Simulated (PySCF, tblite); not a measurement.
# C₄H₁₁PSi: a rotation path, then NMR shifts on frames, part 1 of 2

Aim: move C₄H₁₁PSi (`P[SiH2]C1CCC1`) away from its starting geometry and see how NMR shifts follow the geometry.

Computed with tblite 0.8.0 and PySCF 2.14.0, with density-fitted response routines of our own, on a single molecule in the gas phase. Atoms are numbered from 0 throughout.

## Step 1: The molecule as given

17 atoms, charge 0, multiplicity 1; geometry from: GFN2-xTB.

Bonds of the start (Å): P0–Si1 2.24, Si1–C2 1.90, C2–C3 1.54, C3–C4 1.53, C4–C5 1.53, C5–C2 1.54, P0–H6 1.38, P0–H7 1.38, Si1–H8 1.47, Si1–H9 1.47, C2–H10 1.09, C3–H11 1.09, C3–H12 1.09, C4–H13 1.09, C4–H14 1.09, C5–H15 1.09, C5–H16 1.09.

## Step 2: The rotation path with GFN2-xTB

Job settings and geometry (Å):

```
{"job": {"kind": "neb", "xc": "GFN2-xTB", "basis": "xTB", "atoms": [0, 1, 2, 3], "turn": 120}, "charge": 0, "multiplicity": 1}
P      3.044266    -0.959496    -0.001334
Si     1.525981     0.688451    -0.063132
C     -0.123823    -0.077988    -0.606771
C     -0.900271    -0.903200     0.441344
C     -2.160439    -0.078926     0.145083
C     -1.330634     0.872078    -0.727692
H      2.542479    -1.558819     1.140053
H      3.976530    -0.234652     0.716579
H      1.988377     1.674535    -1.046451
H      1.339285     1.363672     1.230729
H      0.014730    -0.652066    -1.525419
H     -0.973159    -1.970082     0.236877
H     -0.535151    -0.771773     1.459494
H     -2.636070     0.377006     1.011448
H     -2.912408    -0.630762    -0.415999
H     -1.701921     1.030371    -1.738354
H     -1.164770     1.843682    -0.266366
```

Level: GFN2-xTB climbing-image nudged elastic band, gas phase.

The run is started by

```sh
> OMP_NUM_THREADS=1 python probes_run.py task.json out
```

One launch serves the whole session: the jobs run in the order shown.

Standard output:

```text
image   E - E0 / eV
  0       0.0000
  1       0.0070
  2       0.0193
  3       0.0305
  4       0.0332
  5       0.0257
  6       0.0124
  7       0.0007
  8      -0.0061
```

Run time: 3.3 s. Hardware: 1 thread of AMD EPYC 7B13, shared host; peak memory 0.19 GiB.

The final band, with the dihedral P0–Si1–C2–C3:

| image | dihedral (°) | energy (eV) | energy (kcal/mol) |
| --- | --- | --- | --- |
| 0 | 76 | 0.000 | 0.0 |
| 1 | 91 | 0.007 | 0.2 |
| 2 | 106 | 0.019 | 0.4 |
| 3 | 121 | 0.030 | 0.7 |
| 4 | 137 | 0.033 | 0.8 |
| 5 | 152 | 0.026 | 0.6 |
| 6 | 167 | 0.012 | 0.3 |
| 7 | 183 | 0.001 | 0.0 |
| 8 | 197 | -0.006 | -0.1 |

## Step 3: NMR shieldings: image 0, PBE0/pcSseg-1

Job settings and geometry (Å):

```
{"job": {"kind": "nmr", "xc": "PBE0", "basis": "pcSseg-1", "pop": false}, "charge": 0, "multiplicity": 1}
P      3.044300    -0.959500    -0.001300
Si     1.526000     0.688500    -0.063100
C     -0.123800    -0.078000    -0.606800
C     -0.900300    -0.903200     0.441300
C     -2.160400    -0.078900     0.145100
C     -1.330600     0.872100    -0.727700
H      2.542500    -1.558800     1.140100
H      3.976500    -0.234700     0.716600
H      1.988400     1.674500    -1.046500
H      1.339300     1.363700     1.230700
H      0.014700    -0.652100    -1.525400
H     -0.973200    -1.970100     0.236900
H     -0.535200    -0.771800     1.459500
H     -2.636100     0.377000     1.011400
H     -2.912400    -0.630800    -0.416000
H     -1.701900     1.030400    -1.738400
H     -1.164800     1.843700    -0.266400
```

Level: GIAO PBE0/pcSseg-1 NMR shielding, non-relativistic, gas phase.

Standard output:

```text
coarse grid: 14416 points
cycle   1  E = -789.2949622102  dE =  4.727e-01  |g| = 3.543e-01  |ddm| = 3.663e+00
cycle   2  E = -789.2790916087  dE =  1.587e-02  |g| = 4.413e-01  |ddm| = 7.748e-01
cycle   3  E = -789.3299585116  dE = -5.087e-02  |g| = 4.202e-02  |ddm| = 4.570e-01
cycle   4  E = -789.3303297684  dE = -3.713e-04  |g| = 1.430e-02  |ddm| = 6.213e-02
cycle   5  E = -789.3303784409  dE = -4.867e-05  |g| = 4.921e-03  |ddm| = 2.400e-02
cycle   6  E = -789.3303841076  dE = -5.667e-06  |g| = 1.145e-03  |ddm| = 6.086e-03
final grid: 127776 points
cycle   7  E = -789.3675422653  dE = -2.811e-05  |g| = 8.183e-03  |ddm| = 3.017e-02
cycle   8  E = -789.3675296348  dE =  1.263e-05  |g| = 1.082e-02  |ddm| = 1.751e-02
cycle   9  E = -789.3675596010  dE = -2.997e-05  |g| = 5.081e-04  |ddm| = 1.010e-02
cycle  10  E = -789.3675596495  dE = -4.857e-08  |g| = 1.851e-04  |ddm| = 6.528e-04
cycle  11  E = -789.3675596577  dE = -8.190e-09  |g| = 3.744e-05  |ddm| = 1.865e-04
cycle  12  E = -789.3675596580  dE = -3.083e-10  |g| = 9.741e-06  |ddm| = 5.224e-05
converged SCF energy = -789.3675596580

GIAO shielding tensors (ppm)
atom      isotropic    diamagn.    paramagn.     s11        s22        s33       span
  0 P      633.072     967.187    -334.115    572.929    610.900    715.387    142.458
  1 Si     389.021     880.830    -491.808    351.258    379.375    436.432     85.175
  2 C      168.944     252.321     -83.376    153.452    169.721    183.660     30.208
  3 C      162.086     248.258     -86.173    150.480    152.717    183.059     32.579
  4 C      165.757     251.210     -85.453    151.284    164.175    181.812     30.528
  5 C      161.789     248.990     -87.201    147.881    154.441    183.046     35.165
  6 H       30.790      30.861      -0.071     25.166     29.066     38.137     12.971
  7 H       30.819      29.270       1.549     25.396     26.969     40.092     14.697
  8 H       27.513      29.533      -2.021     24.121     25.773     32.644      8.522
  9 H       27.240      30.409      -3.169     23.587     26.284     31.849      8.263
 10 H       29.573      32.700      -3.127     26.229     29.405     33.084      6.855
 11 H       29.491      31.121      -1.630     25.803     27.644     35.026      9.223
 12 H       29.787      31.950      -2.163     26.141     29.807     33.413      7.273
 13 H       29.585      29.933      -0.348     26.141     26.537     36.078      9.937
 14 H       29.375      30.040      -0.665     26.161     26.874     35.090      8.930
 15 H       29.414      30.350      -0.936     26.100     26.618     35.525      9.425
 16 H       29.708      31.216      -1.508     26.194     28.951     33.980      7.787
```

Wall time 17 s (1 thread of AMD EPYC 7B13, shared host); peak memory 0.78 GiB.

Shifts follow as δ = σ(reference) − σ, with reference shieldings (ppm) from runs at the same level and on the same kind of geometry: ¹H TMS 31.72, ¹³C TMS 186.9, ²⁹Si TMS 349.2, ³¹P H3PO4 318.4. The references are single molecules in the gas phase, so shifts against H2O, NH3, PH3, H3PO4 or CFCl3 are not on the usual liquid scales and can be off by tens of ppm. Each atom is listed at this fixed geometry, with no averaging over motion; a spectrum would average atoms that exchange fast.

| atoms | environment | σ (ppm) | δ (ppm) |
| --- | --- | --- | --- |
| C5 | sp3 CH2 in a ring | 161.8 | 25.1 |
| C3 | sp3 CH2 in a ring | 162.1 | 24.8 |
| C4 | sp3 CH2 in a ring | 165.8 | 21.2 |
| C2 | sp3 CH bonded to Si | 168.9 | 18.0 |
| H9 | hydrogen on a silicon bonded to C, P | 27.24 | 4.48 |
| H8 | hydrogen on a silicon bonded to C, P | 27.51 | 4.20 |
| H14 | hydrogen on an sp3 CH2 in a ring | 29.38 | 2.34 |
| H15 | hydrogen on an sp3 CH2 in a ring | 29.41 | 2.30 |
| H11 | hydrogen on an sp3 CH2 in a ring | 29.49 | 2.23 |
| H10 | hydrogen on an sp3 CH bonded to Si | 29.57 | 2.14 |
| H13 | hydrogen on an sp3 CH2 in a ring | 29.59 | 2.13 |
| H16 | hydrogen on an sp3 CH2 in a ring | 29.71 | 2.01 |
| H12 | hydrogen on an sp3 CH2 in a ring | 29.79 | 1.93 |
| H6 | hydrogen on a phosphorus bonded to Si | 30.79 | 0.93 |
| H7 | hydrogen on a phosphorus bonded to Si | 30.82 | 0.90 |
| P0 | phosphorus bonded to Si, 2 H | 633.1 | -314.7 |
| Si1 | silicon bonded to C, P, 2 H | 389.0 | -39.9 |

Ring of atoms C2, C3, C4, C5: NICS(0) 2.3, NICS(1) 0.8, NICS(1)zz 6.0 ppm (means of both faces).

## Step 4: NMR shieldings: image 2, PBE0/pcSseg-1

Job settings and geometry (Å):

```
{"job": {"kind": "nmr", "xc": "PBE0", "basis": "pcSseg-1", "pop": false}, "charge": 0, "multiplicity": 1}
P      3.204000    -0.736200    -0.367000
Si     1.495900     0.621700     0.151000
C     -0.121800    -0.174400    -0.460100
C     -1.046200    -0.783700     0.616100
C     -2.228600     0.008000     0.043500
C     -1.264300     0.776600    -0.869800
H      2.899700    -1.710500     0.566100
H      4.103200    -0.119800     0.481800
H      1.758000     1.898700    -0.524400
H      1.377800     0.887700     1.594000
H      0.081600    -0.897700    -1.253700
H     -1.144900    -1.867400     0.595000
H     -0.787500    -0.481400     1.629800
H     -2.774400     0.615900     0.762500
H     -2.941700    -0.610300    -0.498500
H     -1.514400     0.781700    -1.929100
H     -1.103500     1.803100    -0.547100
```

With the program's defaults for keys left out, this is: GIAO PBE0/pcSseg-1 NMR shielding, non-relativistic, gas phase.

Standard output:

```text
coarse grid: 14416 points
cycle   1  E = -789.2934602706  dE =  4.685e-01  |g| = 3.528e-01  |ddm| = 3.655e+00
cycle   2  E = -789.2782791911  dE =  1.518e-02  |g| = 4.373e-01  |ddm| = 7.635e-01
cycle   3  E = -789.3281429292  dE = -4.986e-02  |g| = 4.197e-02  |ddm| = 4.463e-01
cycle   4  E = -789.3285122074  dE = -3.693e-04  |g| = 1.446e-02  |ddm| = 6.115e-02
cycle   5  E = -789.3285618950  dE = -4.969e-05  |g| = 4.944e-03  |ddm| = 2.380e-02
cycle   6  E = -789.3285676154  dE = -5.720e-06  |g| = 1.168e-03  |ddm| = 6.011e-03
final grid: 127776 points
cycle   7  E = -789.3655940535  dE = -2.926e-05  |g| = 8.127e-03  |ddm| = 2.700e-02
cycle   8  E = -789.3655814812  dE =  1.257e-05  |g| = 1.077e-02  |ddm| = 1.748e-02
cycle   9  E = -789.3656112148  dE = -2.973e-05  |g| = 5.127e-04  |ddm| = 1.005e-02
cycle  10  E = -789.3656112634  dE = -4.858e-08  |g| = 1.845e-04  |ddm| = 6.394e-04
cycle  11  E = -789.3656112716  dE = -8.153e-09  |g| = 4.021e-05  |ddm| = 1.967e-04
cycle  12  E = -789.3656112719  dE = -3.670e-10  |g| = 1.004e-05  |ddm| = 5.315e-05
converged SCF energy = -789.3656112719

GIAO shielding tensors (ppm)
atom      isotropic    diamagn.    paramagn.     s11        s22        s33       span
  0 P      627.917     967.119    -339.202    562.128    608.059    713.564    151.437
  1 Si     378.306     880.719    -502.414    337.720    359.135    438.061    100.341
  2 C      169.231     252.058     -82.827    153.839    172.984    180.871     27.031
  3 C      159.196     247.844     -88.648    144.572    150.907    182.109     37.537
  4 C      165.765     251.464     -85.699    150.763    165.028    181.505     30.741
  5 C      159.939     248.732     -88.793    144.319    152.268    183.231     38.912
  6 H       30.817      30.726       0.092     25.450     28.688     38.315     12.865
  7 H       30.757      29.205       1.552     25.220     27.052     40.000     14.779
  8 H       27.466      29.712      -2.245     24.107     26.341     31.950      7.843
  9 H       27.132      30.415      -3.283     23.433     26.566     31.395      7.962
 10 H       29.697      32.995      -3.299     25.918     29.958     33.214      7.296
 11 H       29.362      30.901      -1.539     25.984     27.233     34.868      8.884
 12 H       29.625      31.675      -2.050     26.163     29.273     33.439      7.275
 13 H       29.579      29.855      -0.275     26.082     26.579     36.077      9.995
 14 H       29.420      30.051      -0.631     26.361     26.856     35.043      8.681
 15 H       29.308      30.395      -1.087     26.046     26.679     35.199      9.153
 16 H       29.597      31.245      -1.648     26.078     28.984     33.729      7.651
```

Run time: 16 s. Hardware: 1 thread of AMD EPYC 7B13, shared host; peak memory 0.81 GiB.

This run: δ C3 27.7, C5 27.0, C4 21.2, C2 17.7, H9 4.59, H8 4.25 ppm.

(Continued in part 2 of 2.)
